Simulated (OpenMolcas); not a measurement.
# C4H12Ge (SMILES CC(C)C[GeH3]): a chain of runs

Wanted: a single-point energy (HF/ANO-RCC-MB), then a single-point energy (CASSCF(2,2)/ANO-RCC-VDZ), then an energy scan (CASPT2(2,2)/ANO-RCC-VDZ), then the energy along one coordinate (SC-NEVPT2(2,2)/ANO-RCC-VDZ), then an energy scan (MC-PDFT[tPBE](2,2)/ANO-RCC-VDZ) of C4H12Ge. 

The results are computed with OpenMolcas 26.06.

## 1. The structure to begin with

C4H12Ge has 17 atoms, charge 0, and is taken as a singlet. As SMILES, `CC(C)C[GeH3]`. Geometry: relaxed at PBE0-D4/def2-TZVP. This is one conformer, not always the lowest.

Bond lengths: C1–C2 1.522 Å, C2–C3 1.523 Å, C2–C4 1.528 Å, C4–Ge5 1.962 Å, C1–H6 1.093 Å, C1–H7 1.093 Å, C1–H8 1.095 Å, C2–H9 1.098 Å, C3–H10 1.095 Å, C3–H11 1.093 Å, C3–H12 1.093 Å, C4–H13 1.094 Å, C4–H14 1.096 Å, Ge5–H15 1.540 Å, Ge5–H16 1.540 Å, Ge5–H17 1.542 Å. Some angles: C1–C2–C3 110.6°, C1–C2–C4 112.0°, C3–C2–C4 110.5°, C2–C4–Ge5 115.3°, C1–C2–H9 107.9°, C3–C2–H9 107.8°, C4–C2–H9 108.0°, C2–C1–H6 112.1°, C2–C1–H7 111.0°, C2–C1–H8 110.6°.

## 2. The energy at HF/ANO-RCC-MB (DKH2) (run 1)

The input, geom.xyz:

```xyz
17

C     -1.065300     0.017030     1.152400
C      0.340480    -0.122320     0.586260
C      1.025400    -1.359130     1.152850
C      0.339950    -0.164700    -0.940670
Ge    -0.357840     1.442150    -1.825170
H     -1.552680     0.937300     0.820530
H     -1.049160     0.026690     2.244940
H     -1.693240    -0.822160     0.835830
H      0.919680     0.755880     0.900570
H      0.479460    -2.264940     0.870230
H      2.047150    -1.455690     0.777150
H      1.069230    -1.323890     2.244770
H      1.359330    -0.310640    -1.311300
H     -0.243350    -1.023440    -1.291830
H      0.040890     1.437230    -3.312590
H     -1.892890     1.528870    -1.742710
H      0.232900     2.701760    -1.161270
```

The input, step1.input:

```
>>> EXPORT MOLCAS_PRINT=2

&GATEWAY
  Coord=geom.xyz
  Basis=ANO-RCC-MB
  Group=NoSym

&SEWARD

&SCF
  PrOrbitals=0

&LOCALISATION
  Occupied
  Freeze
  Pipek-Mezey

&LOCALISATION
  FileOrb=$Project.LocOrb
  Virtual
  Pipek-Mezey
```

On the command line:

```sh
$ export MOLCAS_MEM=1860
$ pymolcas step1.input > step1.log
```

Output:

```text
--- Start Module: gateway ---
[...]
--- Stop Module: gateway /rc=_RC_ALL_IS_WELL_ ---
[...]
      Basis functions           50
[...]
       Convergence after  10 Iterations
[...]
::    Total SCF energy                              -2255.3111829729
[...]
      Total spin, S                                     0.0000000000
[...]
      Total electronic charge=   68.000000
      Total            charge=   -0.000000
[...]
      Dipole Moment (debye):
      Origin of the operator (angstrom)=   -0.1422    0.6510   -0.8330
                   X=  2.5927E-01               Y= -5.3490E-01               Z=  3.0376E-01           Total=  6.6753E-01
      Quadrupole Moment (debye*angstrom):
[...]
--- Start Module: localisation ---
[...]
--- Stop Module: localisation /rc=_RC_ALL_IS_WELL_ ---
--- Start Module: localisation ---
[...]
--- Stop Module: localisation /rc=_RC_ALL_IS_WELL_ ---
[...]
```

Run time: 9.6 s. Hardware: 1 thread of Arm Neoverse V2, shared host; peak memory 0.41 GiB.

## 3. The energy at CASSCF(2,2)/ANO-RCC-VDZ (DKH2, RICD fitting) (run 2)

geom.xyz is that of step 2.

The input, step2.inp:

```
>>> EXPORT MOLCAS_PRINT=2

&GATEWAY
  Coord = geom.xyz
  Basis = ANO-RCC-MB
  Group = NoSym

&SEWARD

&RASSCF
  FileOrb = $CurrDir/step1.LocOrb
  Spin = 1
  Nactel = 2 0 0
  Inactive = 33
  Ras2 = 2
  OrbListing = Nothing
>>> COPY $Project.RunFile RUNFIL1
>>> COPY $Project.RasOrb INPORB

&GATEWAY
  Coord = geom.xyz
  Basis = ANO-RCC-VDZ
  Group = NoSym
  RICD

&SEWARD
>>> COPY $Project.RunFile RUNFIL2

&EXPBAS

&RASSCF
  FileOrb = $Project.ExpOrb
  Spin = 1
  Nactel = 2 0 0
  Inactive = 33
  Ras2 = 2
  OrbListing = Nothing
  OrbAppear = Compact
```

On the command line:

```sh
$ export MOLCAS_MEM=1860
$ pymolcas step2.inp > step2.log
```

Output:

```text
--- Start Module: gateway ---
[...]
--- Stop Module: gateway /rc=_RC_ALL_IS_WELL_ ---
[...]
      Basis functions           50
[...]
      Number of active orbitals                  2
[...]
      Spin quantum number                      0.0
[...]
      Active orbitals                            2
[...]
      Number of CSFs                             3
[...]
      Number of root(s) required                 1
[...]
      Convergence after 11 iterations
[...]
      printout of CI-coefficients larger than  0.05 for root  1
      energy=   -2255.324759
      conf/sym  11     Coeff  Weight
             1  20   0.99336 0.98676
             3  02  -0.11508 0.01324
      Natural orbitals and occupation numbers for root  1
      sym 1:   1.973512   0.026488
      ************************************************************************************************************************
      *                                                    Final results                                                     *
[...]
::    RASSCF root number  1 Total energy:  -2255.32475885
[...]
      Basis functions           82
[...]
--- Start Module: expbas ---
[...]
--- Stop Module: expbas /rc=_RC_ALL_IS_WELL_ ---
--- Start Module: rasscf ---
[...]
      Convergence after 13 iterations
[...]
      Natural orbitals and occupation numbers for root  1
      sym 1:   1.977568   0.022432
      ************************************************************************************************************************
      *                                                    Final results                                                     *
[...]
::    RASSCF root number  1 Total energy:  -2255.48559441
[...]
      Total electronic charge=   68.000000
      Total            charge=   -0.000000
[...]
      Dipole Moment (debye):
      Origin of the operator (angstrom)=   -0.1422    0.6510   -0.8330
                   X=  3.0160E-01               Y= -7.2118E-01               Z=  5.4296E-01           Total=  9.5177E-01
      Quadrupole Moment (debye*angstrom):
[...]
--- Stop Module: rasscf /rc=_RC_ALL_IS_WELL_ ---
[...]
```

It took 16 s on 1 thread of Arm Neoverse V2, shared host; peak memory 0.41 GiB.

## 4. The energy along one coordinate at CASPT2(2,2)/ANO-RCC-VDZ (DKH2, RICD fitting, ipea shift 0.25 Eh, pt2 variant SS) (run 3)

The input, step3.input:

```
>>> EXPORT MOLCAS_PRINT=2
>>> COPY $CurrDir/step2.RasOrb $Project.RasOrb
>>> ForEach K in (1, 2, 3, 4, 5, 6, 7, 8, 9)

&GATEWAY
 Coord
 $CurrDir/point$K.xyz
 Basis
 ANO-RCC-VDZ
 Group
 NoSym
 RICD

&SEWARD

&RASSCF
 FileOrb
 $Project.RasOrb
 Spin
 1
 Nactel
 2 0 0
 Inactive
 33
 Ras2
 2
 OrbListing
 Nothing
 OrbAppear
 Compact

&CASPT2
 Imaginary
 0.2
 Frozen
 13
>>> EndDo
```

On the command line:

```sh
$ export MOLCAS_MEM=1860
$ pymolcas step3.input > step3.log
```

Output (excerpt; [...] marks lines left out):

```text
[...]
      Basis functions           82
[...]
      Number of active orbitals                  2
[...]
      Spin quantum number                      0.0
[...]
      Active orbitals                            2
[...]
      Number of CSFs                             3
[...]
      Number of root(s) required                 1
[...]
      Convergence after 10 iterations
[...]
      Natural orbitals and occupation numbers for root  1
      sym 1:   1.986431   0.013569
      ************************************************************************************************************************
      *                                                    Final results                                                     *
[...]
::    RASSCF root number  1 Total energy:  -2255.46335099
[...]
      E2 (Variational):          -0.4213732205
[...]
::    CASPT2 Root  1     Total energy:  -2255.88472422
[...]
      Convergence after 10 iterations
[...]
      Natural orbitals and occupation numbers for root  1
      sym 1:   1.977595   0.022405
      ************************************************************************************************************************
      *                                                    Final results                                                     *
[...]
      Convergence after 10 iterations
[...]
      Natural orbitals and occupation numbers for root  1
      sym 1:   1.610433   0.389567
      ************************************************************************************************************************
      *                                                    Final results                                                     *
[...]
      Convergence after  8 iterations
[...]
      Natural orbitals and occupation numbers for root  1
      sym 1:   1.339618   0.660382
      ************************************************************************************************************************
      *                                                    Final results                                                     *
[...]
      Convergence after  7 iterations
[...]
::    RASSCF root number  1 Total energy:  -2255.37671676
[...]
::    CASPT2 Root  1     Total energy:  -2255.78093689
[...]
      Convergence after  8 iterations
[...]
::    RASSCF root number  1 Total energy:  -2255.37590680
[...]
      E2 (Variational):          -0.4034498317
[...]
::    CASPT2 Root  1     Total energy:  -2255.77935663
[...]
```

Wall time 59 s (1 thread of Arm Neoverse V2, shared host); peak memory 0.24 GiB.

The scan, from its lowest point:

```
Ge5–C4 (Å)  energy (kJ/mol)
     1.766             53.6
     1.962              0.0
     2.159             15.3
     2.453             83.6
     2.846            181.2
     3.336            264.8
     3.925            309.9
     4.710            326.1
     5.887            330.2
```

## 5. An energy scan at SC-NEVPT2(2,2)/ANO-RCC-VDZ (DKH2, RICD fitting, pt2 variant SC-NEVPT2) (run 4)

The input, step4.input:

```
>>> COPY $CurrDir/step2.RasOrb $Project.RasOrb
>>> ForEach K in (1, 2, 3, 4, 5, 6, 7, 8, 9)

&GATEWAY
  Coord = $CurrDir/point$K.xyz
  Basis = ANO-RCC-VDZ
  Group = NoSym
  RICD

&SEWARD

&RASSCF
  FileOrb = $Project.RasOrb
  Spin = 1
  Nactel = 2 0 0
  Inactive = 33
  Ras2 = 2
  OrbListing = Nothing
  OrbAppear = Compact

&CASPT2
  SC-NEVPT2
  Frozen = 13
>>> EndDo
```

On the command line:

```sh
$ export MOLCAS_MEM=1860
$ pymolcas step4.input > step4.log
```

Output (excerpt; [...] marks lines left out):

```text
[...]
      Basis functions           82
[...]
      Number of active orbitals                  2
[...]
      Spin quantum number                      0.0
[...]
      Active orbitals                            2
[...]
      Number of CSFs                             3
[...]
      Number of root(s) required                 1
[...]
      Convergence after 10 iterations
[...]
      Natural orbitals and occupation numbers for root  1
      sym 1:   1.986431   0.013569
      ************************************************************************************************************************
      *                                                    Final results                                                     *
[...]
::    RASSCF root number  1 Total energy:  -2255.46335099
[...]
      E2 (Variational):          -0.4219523889
[...]
::    SC-NEVPT2 Root  1     Total energy:  -2255.88524897
[...]
      Convergence after 10 iterations
[...]
      Natural orbitals and occupation numbers for root  1
      sym 1:   1.977595   0.022405
      ************************************************************************************************************************
      *                                                    Final results                                                     *
[...]
      Convergence after 10 iterations
[...]
      Natural orbitals and occupation numbers for root  1
      sym 1:   1.610433   0.389567
      ************************************************************************************************************************
      *                                                    Final results                                                     *
[...]
      Convergence after  8 iterations
[...]
      Natural orbitals and occupation numbers for root  1
      sym 1:   1.339618   0.660382
      ************************************************************************************************************************
      *                                                    Final results                                                     *
[...]
      Convergence after  7 iterations
[...]
::    RASSCF root number  1 Total energy:  -2255.37671676
[...]
::    SC-NEVPT2 Root  1     Total energy:  -2255.77897155
[...]
      Convergence after  8 iterations
[...]
::    RASSCF root number  1 Total energy:  -2255.37590680
[...]
      E2 (Variational):          -0.4015957109
[...]
::    SC-NEVPT2 Root  1     Total energy:  -2255.77750251
[...]
```

Run time: 55 s. Hardware: 1 thread of Arm Neoverse V2, shared host; peak memory 0.24 GiB.

The scan, from its lowest point:

```
Ge5–C4 (Å)  energy (kJ/mol)
     1.766             55.4
     1.962              0.0
     2.159             14.6
     2.453             83.7
     2.846            184.9
     3.336            272.3
     3.925            318.5
     4.710            334.4
     5.887            338.2
```

## 6. The energy along one coordinate at MC-PDFT[tPBE](2,2)/ANO-RCC-VDZ (DKH2, RICD fitting) (run 5)

The input, step5.inp:

```
>>> EXPORT MOLCAS_PRINT=2
>>> COPY $CurrDir/step2.RasOrb $Project.RasOrb
>>> ForEach K in (1, 2, 3, 4, 5, 6, 7, 8, 9)

&GATEWAY
 COORD = $CurrDir/point$K.xyz
 BASIS = ANO-RCC-VDZ
 GROUP = NoSym
 RICD

&SEWARD

&RASSCF
 FILEORB = $Project.RasOrb
 SPIN = 1
 NACTEL = 2 0 0
 INACTIVE = 33
 RAS2 = 2
 ORBLISTING = Nothing
 ORBAPPEAR = Compact

&MCPDFT
 KSDFT = T:PBE
>>> EndDo
```

On the command line:

```sh
$ export MOLCAS_MEM=1860
$ pymolcas step5.inp > step5.log
```

Output (excerpt; [...] marks lines left out):

```text
--- Start Module: gateway ---
[...]
      Basis functions           82
[...]
      Number of active orbitals                  2
[...]
      Spin quantum number                      0.0
[...]
      Active orbitals                            2
[...]
      Number of CSFs                             3
[...]
      Number of root(s) required                 1
[...]
      Convergence after 10 iterations
[...]
      Natural orbitals and occupation numbers for root  1
      sym 1:   1.986431   0.013569
      ************************************************************************************************************************
      *                                                    Final results                                                     *
[...]
::    RASSCF root number  1 Total energy:  -2255.46335099
[...]
::    MCPDFT root number  1 Total energy:  -2257.84989206
[...]
      Convergence after 10 iterations
[...]
      Natural orbitals and occupation numbers for root  1
      sym 1:   1.977595   0.022405
      ************************************************************************************************************************
      *                                                    Final results                                                     *
[...]
      Convergence after 10 iterations
[...]
      Natural orbitals and occupation numbers for root  1
      sym 1:   1.610433   0.389567
      ************************************************************************************************************************
      *                                                    Final results                                                     *
[...]
      Convergence after  8 iterations
[...]
      Natural orbitals and occupation numbers for root  1
      sym 1:   1.339618   0.660382
      ************************************************************************************************************************
      *                                                    Final results                                                     *
[...]
      Convergence after  7 iterations
[...]
::    RASSCF root number  1 Total energy:  -2255.37671676
[...]
::    MCPDFT root number  1 Total energy:  -2257.73306887
[...]
      Convergence after  8 iterations
[...]
::    RASSCF root number  1 Total energy:  -2255.37590680
[...]
      Total electronic charge=   68.000000
      Total            charge=   -0.000000
[...]
::    MCPDFT root number  1 Total energy:  -2257.73217263
[...]
```

Run time: 72 s. Hardware: 1 thread of Arm Neoverse V2, shared host; peak memory 0.24 GiB.

The scan, from its lowest point:

```
Ge5–C4 (Å)  energy (kJ/mol)
     1.766             49.9
     1.962              0.0
     2.159             17.2
     2.453             88.4
     2.846            193.5
     3.336            288.4
     3.925            340.4
     4.710            356.6
     5.887            358.9
```

## 7. What came out

| quantity | value |
| --- | --- |
| run 1, HF/ANO-RCC-MB: total energy | -2255.31118 Eh |
| run 1, HF/ANO-RCC-MB: dipole moment | 0.67 D |
| run 1, HF/ANO-RCC-MB: HOMO energy | -12.24 eV |
| run 1, HF/ANO-RCC-MB: LUMO energy | 7.41 eV |
| run 1, HF/ANO-RCC-MB: HOMO–LUMO gap | 19.65 eV |
| run 2, CASSCF(2,2)/ANO-RCC-VDZ: total energy | -2255.48559 Eh |
| run 2, CASSCF(2,2)/ANO-RCC-VDZ: dipole moment (CASSCF density) | 0.95 D |
| run 3, CASPT2(2,2)/ANO-RCC-VDZ: lowest energy of the scan | -2255.90513 Eh |
| run 4, SC-NEVPT2(2,2)/ANO-RCC-VDZ: lowest energy of the scan | -2255.90633 Eh |
| run 5, MC-PDFT[tPBE](2,2)/ANO-RCC-VDZ: lowest energy of the scan | -2257.86888 Eh |

**Reading.** Mulliken charges (run 2, CASSCF(2,2)/ANO-RCC-VDZ) run from -0.53 on C4 to +0.59 on Ge5.
